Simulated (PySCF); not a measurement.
# Changing the system itself: IBr⁺

One physical setting of the base script is moved in each run, with the edits that it forces.

Computed with PySCF 2.14.0. Level: each script names its method and basis.

5 further runs of the same task are left out: 3 for a known fault of the program, 2 that didn't finish.

### 1 The starting structure

IBr⁺: 2 atoms, charge 1, spin multiplicity 2.

Bond lengths: I1–Br2 2.525 Å.

### 2 The run that the others are compared with

Input file input.py:

```python
from pyscf import gto, scf, mp

mol = gto.M(
    atom='I 0 0 0; Br 0 0 2.525',
    basis='def2-svp',
    ecp={'I': 'def2-svp'},
    charge=1,
    spin=1,
    verbose=4,
)
mf = scf.UHF(mol)
mf = mf.newton()
mf.kernel()
mp.MP2(mf).kernel()
mf.dip_moment()
print('orbital energies (hartree):', [e[max(0, n-3):n+3].round(4) for e, n in zip(mf.mo_energy, mol.nelec)])
```

Started as:

```
> python input.py
```

Its log is not repeated here.

It gives: E(SCF) = -2868.399371 Eh, 6 macro-iterations, E(MP2) − E(SCF) = -0.37907 Eh, ⟨S²⟩ = 0.781.

The bond length is a typed value, not an optimised one. The dipole of an ion depends on the origin.

### 3 Charge +2 (triplet)

Run 1 changes charge: 1 → 2; spin (2S): 1 → 2.

Input file input.py:

```python
from pyscf import gto, scf, mp

mol = gto.M(
    atom='I 0 0 0; Br 0 0 2.525',
    basis='def2-svp',
    ecp={'I': 'def2-svp'},
    charge=2,
    spin=2,
    verbose=4,
)
mf = scf.UHF(mol)
mf = mf.newton()
mf.kernel()
mp.MP2(mf).kernel()
mf.dip_moment()
print('orbital energies (hartree):', [e[max(0, n-3):n+3].round(4) for e, n in zip(mf.mo_energy, mol.nelec)])
```

Started as:

```
> python input.py
```

### 4 Charge +3

Run 2 changes charge: 1 → 3.

input.py: that of step 2 with these lines changed.

```diff
@@ -6,3 +6,3 @@
     ecp={'I': 'def2-svp'},
-    charge=1,
+    charge=3,
     spin=1,
```

### 5 Electric field 0.001 a.u.

Run 3 changes electric field: none → 0.001 a.u.

input.py: that of step 2 with these lines changed.

```diff
@@ -11,2 +11,7 @@
 mf = scf.UHF(mol)
+field = 0.001  # electric field along z, atomic units
+h = mf.get_hcore() + field*mol.intor('int1e_r')[2]
+mf.get_hcore = lambda *args: h
+e_nuc = mol.energy_nuc() - field*mol.atom_charges() @ mol.atom_coords()[:, 2]
+mf.energy_nuc = lambda *args: e_nuc
 mf = mf.newton()
```

### 6 Bond 7.575 Å

Run 4 changes bond length: 2.525 Å → 7.575 Å.

input.py: that of step 2 with these lines changed.

```diff
@@ -3,3 +3,3 @@
 mol = gto.M(
-    atom='I 0 0 0; Br 0 0 2.525',
+    atom='I 0 0 0; Br 0 0 7.575',
     basis='def2-svp',
```

What does the calculation give? Wanted: for each run, E(SCF); from base; gap, α spin; after the SCF.

The runs gave:

```
                      run  E(SCF) (hartree)  from base (eV)   cycles  gap, α spin (eV)               after the SCF
                     base      -2868.399371               0  6 macro             10.19  MP2 correlation -10.315 eV
      charge +2 (triplet)      -2867.794485        +16.4598  6 macro             10.86  MP2 correlation -10.116 eV
                charge +3      -2866.933408        +39.8909  7 macro             10.04   MP2 correlation -9.046 eV
electric field 0.001 a.u.      -2868.400420  not comparable  6 macro             10.19  MP2 correlation -10.319 eV
             bond 7.575 Å      -2867.685759        +19.4184  4 macro            -14.39   MP2 correlation -9.224 eV
```

In words: At the SCF level, going to the triplet with one electron fewer costs 16.46 eV at fixed geometry, which need not be the lowest ionisation. With bond 7.575 Å the frontier gap moves by over 1.5 eV, which can mean another electronic state rather than the bond length alone.
